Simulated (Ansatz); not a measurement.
Crystal: HPbNO4.

```xyz
14
Lattice="6.8588 0.0000 0.0000 0.0000 4.2287 0.0000 -3.3910 0.0000 7.2746" Properties=species:S:1:pos:R:3 pbc="T T T"
H    -0.1737    3.1715    3.6904
H     3.6414    1.0572    3.5842
Pb    1.1071    1.0572    2.0728
Pb    2.3607    3.1715    5.2018
N    -1.3602    3.1715    6.0792
N     4.8280    1.0572    1.1954
O     0.7313    3.1715    3.2982
O    -0.1410    3.1715    6.3217
O    -2.2099    3.1715    7.0227
O    -1.7846    3.1715    4.8707
O     2.7365    1.0572    3.9764
O     3.6087    1.0572    0.9529
O     5.6777    1.0572    0.2519
O     5.2524    1.0572    2.4039
```

The cell was built by a generator and needn't be a form met in nature.

Base run:

* Program: Ansatz 0.2.0
* Functional: LDA
* Potentials or basis: Ansatz PAW
* Cutoff: 420 eV (not typed: the program's choice for these potentials)
* k mesh: 5 × 6 × 4
* Occupations: fermi-dirac, width 0.05 eV
* Spin: no spin polarisation

Its results: band gap on the k mesh 2.99 eV, indirect (least direct gap 3.17 eV); pressure -5.8 GPa; largest force 0.952 eV/Å.

Problem. The run is repeated on the same cell with these changes: functional from LDA to PBE. What comes out?

Solution. Band gap on the k mesh 3.08 eV, indirect (least direct gap 3.29 eV); pressure 0.0 GPa; largest force 0.005 eV/Å.

PBE binds less tightly than LDA, so the same cell stands under more pressure.

Caveats: spin-orbit coupling is left out, which as a rule narrows the gap of such compounds by several tenths of an eV; the PAW data sets come from PBE, with cores solved anew for the run's functional, which leaves a small shift of forces and pressure (some runs); odd divisions of the mesh miss points on the zone boundary, where band edges often lie, so the gap on the mesh can be too wide (some runs); the density of states is complete only up to the lowest level of the last band computed (some runs).
